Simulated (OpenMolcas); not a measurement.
# Eu³⁺ among point charges: CASSCF levels and susceptibility

Aim: the splitting of the states of Eu³⁺ in the field of 6 point charges, its lowest levels with spin-orbit coupling and its magnetic susceptibility.

The numbers are computed with OpenMolcas 26.06 (state-averaged CASSCF, spin-orbit coupling by RASSI with atomic mean-field integrals), except any that are marked as measured or tabulated.

## Step 1: What is computed

```
Species                           : Eu³⁺ (europium, Z = 63, 60 electrons)
Basis                             : ANO-RCC-VDZP [7s6p4d2f1g], 68 functions
Scalar Hamiltonian                : DKH2, point nucleus
Inactive shells                   : 1s 2s 2p 3s 3p 3d 4s 4p 4d 5s 5p
Active space                      : 6 electrons in 7 orbitals (4f)
Some configurations of this space : 4f6
Orbitals                          : optimised for the highest spin of each parity, averaged over all roots
```

Outer shells as boxes (Hund's rule):

4f6
```
4f [↑ ][↑ ][↑ ][↑ ][↑ ][↑ ][  ]
```

The ion sits among 6 point charges of -1 e arranged as a trigonal prism (D3h), 2.78 Å from the ion, with a polar angle of 42.7° against the regular 49.1°.

Each step is its own input file, run in one work folder so that later steps find the files of earlier ones. Labels, J, g values, rates, χT and fits are worked out afterwards by a script from the matrices that RASSI stores.

## Step 2: One- and two-electron integrals

a.inp reads:

```
&GATEWAY
Coord
1

Eu 0.0 0.0 0.0
Basis=ANO-RCC-VDZP
Group=NoSym
NoMove
AngMom=0.0 0.0 0.0
AMFI
XField
6 Angstrom 0
1.885890 0.000000 2.042503 -1.000000
-0.942945 1.633229 2.042503 -1.000000
-0.942945 -1.633229 2.042503 -1.000000
1.885890 0.000000 -2.042503 -1.000000
-0.942945 1.633229 -2.042503 -1.000000
-0.942945 -1.633229 -2.042503 -1.000000
&SEWARD
```

Started as:

```
$ OMP_NUM_THREADS=1 MOLCAS_MEM=2252 MOLCAS_PROJECT=a pymolcas a.inp > a.log
```

## Step 3: Reference wave functions, septets, 7 roots

a.inp reads:

```
&RASSCF
FileOrb=start.orb
Symmetry=1
Spin=7
nActEl=6 0 0
Inactive=27
Ras2=7
CIRoot=7 7 1
SDav=7
CIMx=300
Iter=120 100
PrWF=0.3
OrbListing=Nothing
MaxOrb=0
>>> COPY $Project.JobIph JOB001
```

start.orb holds the contracted functions of the basis, ordered by shell, or the orbitals of the step before.

## Step 4: CASSCF: quintets, 140 roots

a.inp reads:

```
&RASSCF
FileOrb=start.orb
Symmetry=1
Spin=5
nActEl=6 0 0
Inactive=27
Ras2=7
CIRoot=140 140 1
SDav=140
CIMx=300
Iter=120 100
PrWF=0.3
OrbListing=Nothing
MaxOrb=0
CIOnly
>>> COPY $Project.JobIph JOB002
```

## Step 5: CASSCF: triplets, 162 roots

a.inp reads:

```
&RASSCF
FileOrb=start.orb
Symmetry=1
Spin=3
nActEl=6 0 0
Inactive=27
Ras2=7
CIRoot=162 162 1
SDav=588
CIMx=300
Iter=120 100
PrWF=0.3
OrbListing=Nothing
MaxOrb=0
CIOnly
>>> COPY $Project.JobIph JOB003
```

## Step 6: State interaction with spin-orbit coupling

a.inp reads:

```
&RASSI
NrOfJobIphs=2 7 77
1 2 3 4 5 6 7
1 2 3 4 5 6 7 8 9 10 11 12 13 14 15 16 17 18 19 20 21 22 23 24 25 26 27
28 29 30 31 32 33 34 35 36 37 38 39 40 41 42 43 44 45 46 47 48 49 50 51
52 53 54 55 56 57 58 59 60 61 62 63 64 65 66 67 68 69 70 71 72 73 74 75
76 77
IphNames
JOB001
JOB002
EJob
SpinOrbit
DIPRint=1.0
SOCoupling=1000.0
Subsets=2
Property=9
'ANGMOM' 1 'ANGMOM' 2 'ANGMOM' 3 'MLTPL  1' 1 'MLTPL  1' 2 'MLTPL  1' 3
'AMFI' 1 'AMFI' 2 'AMFI' 3
SOProperty=3
'ANGMOM' 1 'ANGMOM' 2 'ANGMOM' 3
```

What does the calculation give? Wanted: spin-free ground state; first state of the same spin within the active space; lowest level; next level.

**Answer**, as computed:

| quantity | value |
| --- | --- |
| method | CASSCF |
| spin-free ground state | 7A2, 1-fold in its orbital part |
| first state of the same spin within the active space | 7E at 55.3 cm⁻¹ |
| lowest level | 1-fold A1 |
| next level | 246.5 cm⁻¹ |
| χT at 300 K | 1.43 cm³ K/mol |
| effective moment at 300 K | 3.38 μB |

**Reading.** The spin-free ground state (7A2) comes to 100 % from free-ion F terms and keeps the highest spin of the shell. The quintets, triplets rest on orbitals optimised for another spin in at least one step, which raises them against the optimised states. Not all states of the active space went into the spin-orbit step. High states of lower spin are left out of the spin-orbit mixing, and CASSCF puts spin-flip levels too high. This is an electrostatic model: the charges have no orbitals.
